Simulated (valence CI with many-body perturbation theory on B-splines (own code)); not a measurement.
# V¹⁶⁺: settings changed one run at a time

Aim: see how the low levels and the ionisation energy of V¹⁶⁺ respond to changed settings, and what each run costs. A reference run comes first.

Program: an in-house CI+MBPT code version 6. Level of theory: configuration interaction of the valence electrons, many-body perturbation theory for a frozen closed Dirac-Fock core, no-pair Dirac Hamiltonian, B-spline basis. These are calculated values, not measurements, unless marked.

## Step 1: What is computed

| Property | Result |
| --- | --- |
| element | vanadium (Z = 23, A = 51) |
| charge | +16 |
| frozen core | [He] |
| start configuration of the valence electrons | 2s2 2p3 |
| nuclear rms radius | 3.6002 fm |

## Step 2: The reference run

Settings of the run:

```ini
atom V  Z=23  mass_number=51  rms_radius_fm=3.6002
core [He]
valence 2s2 2p3
avg = 1
basis = S
breit = 1
cap = 10000
capref = 1200
cscale = 1
de = 0.0
dress = 0
eps = 2e-08
extrap = 1
h = 0.27
hh = 1
l2 = 3
lcore = 6
maxit = 60
n2 = 5
natural = 1
nlev = 20
nno = [3, 3, 3, 2, 1]
nroot = 26
nsp = [3, 3, 2, 1, 0]
pt2 = 1
qed = 1
rpa = 1
s1 = 1
s2 = 1
s3 = 1
screen = 1
tol = 2e-05
whole = 1
```

Launch:

```sh
$ python run_cv.py task.json out
```

task.json holds these settings and those of the later runs, which follow in the same process.

## Step 3: Changed: QED terms off

Settings: those of step 2 with these lines changed.

```diff
@@ -25,3 +25,3 @@
 pt2 = 1
-qed = 1
+qed = 0
 rpa = 1
```

## Step 4: Changed: selection threshold 2e-07

Settings: those of step 3 with these lines changed.

```diff
@@ -11,3 +11,3 @@
 dress = 0
-eps = 2e-08
+eps = 2e-07
 extrap = 1
@@ -25,3 +25,3 @@
 pt2 = 1
-qed = 0
+qed = 1
 rpa = 1
```

## Step 5: Changed: cap on the variational space 1500

Settings: those of step 4 with these lines changed.

```diff
@@ -6,3 +6,3 @@
 breit = 1
-cap = 10000
+cap = 1500
 capref = 1200
@@ -11,3 +11,3 @@
 dress = 0
-eps = 2e-07
+eps = 2e-08
 extrap = 1
```

## Step 6: Changed: highest l in the core sums 1

Settings: those of step 5 with these lines changed.

```diff
@@ -6,3 +6,3 @@
 breit = 1
-cap = 1500
+cap = 10000
 capref = 1200
@@ -16,3 +16,3 @@
 l2 = 3
-lcore = 6
+lcore = 1
 maxit = 60
```

Q: Predict the results.

The runs gave:

```tsv
run	outcome	ionisation energy (eV)	its shift (eV)	mean size of level shifts (cm⁻¹)	time
reference	converged	1164.53	0	0	45 s
QED terms off	converged	1164.53	-0.00271	1161	44 s
selection threshold 2e-07	converged	1164.53	+5e-05	0.0	44 s
cap on the variational space 1500	converged	1164.54	+0.00761	41	12 s
highest l in the core sums 1	converged, crude	1164.42	-0.107	537	43 s
NIST (semi-empirical)	-	1165.2	-	-	-
```

**Reading.** The ionisation energy reacts most to «highest l in the core sums 1» (-0.107 eV) and least to «selection threshold 2e-07» (+5e-05 eV). The reference run itself stands -0.672 eV from the NIST entry (uncertainty 1.1 eV). The quickest altered run takes 28 % of the reference time, which also holds the start-up, and shifts the levels by 41 cm⁻¹ on average. Cautions: intervals between levels of different J carry noise of about a tenth of the second-order remainder, tens of cm⁻¹ or more; by estimate levels hold to under 0.1 % in light ions and to 0.1 to 0.5 % in heavy ones.
